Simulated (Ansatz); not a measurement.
# GeH5NTe: the cost of one run

Method: RKS PBE-D4/def2-SVP, in Ansatz 0.2.0.

1 further run of the same task is left out (it didn't finish).

## Step 1: Starting point

Bond lengths: N1–Ge2 1.815 Å, Ge2–Te3 2.546 Å, N1–H4 1.093 Å, N1–H5 1.048 Å, Ge2–H6 1.556 Å, Ge2–H7 1.572 Å, Te3–H8 1.674 Å. Angles: N1–Ge2–Te3 107.3°, N1–Ge2–H6 110.6°, N1–Ge2–H7 110.6°, Te3–Ge2–H6 110.3°, Te3–Ge2–H7 109.4°, H6–Ge2–H7 108.7°, Ge2–N1–H4 103.8°, Ge2–N1–H5 110.7°, H4–N1–H5 103.0°, Ge2–Te3–H8 90.9°.

Structure file:

```xyz
8

N    -1.0691    0.3136   -0.7353
Ge    0.4487    0.4010    0.2560
Te    1.3113   -1.9786    0.5345
H    -1.3329    1.3615   -0.8998
H    -0.8609   -0.0322   -1.7022
H     0.1571    1.0350    1.6471
H     1.5374    1.2682   -0.4737
H    -0.0995   -2.4257    1.3176
```

## Step 2: End point A

input.yaml

```yaml
crystal:
  periodic: [false, false, false]
  atoms:
    - { symbol: "N", position_ang: [-1.0691, 0.3136, -0.7353] }
    - { symbol: Ge, position_ang: [0.4487, 0.401, 0.256] }
    - { symbol: Te, position_ang: [1.3113, -1.9786, 0.5345] }
    - { symbol: H, position_ang: [-1.3329, 1.3615, -0.8998] }
    - { symbol: H, position_ang: [-0.8609, -0.0322, -1.7022] }
    - { symbol: H, position_ang: [0.1571, 1.035, 1.6471] }
    - { symbol: H, position_ang: [1.5374, 1.2682, -0.4737] }
    - { symbol: H, position_ang: [-0.0995, -2.4257, 1.3176] }
basis:
  gaussian: { orbitals: def2-SVP }
hamiltonian:
  xc: pbe
  dispersion: d4
relax:
  f_tol: 0.015
  max_steps: 40
output:
  orbitals: {}
```

Started as:

```bash
ansatz run input.yaml --threads 2 --pin off --max-ram 3072MiB --backend cpu --events-out ev --progress --plain --runs-dir out
```

Q: Estimate wall time and peak memory on 2 threads of AMD EPYC 9R45 (Zen 5), shared host.

About 6.3 s, with a peak of 0.18 GiB.
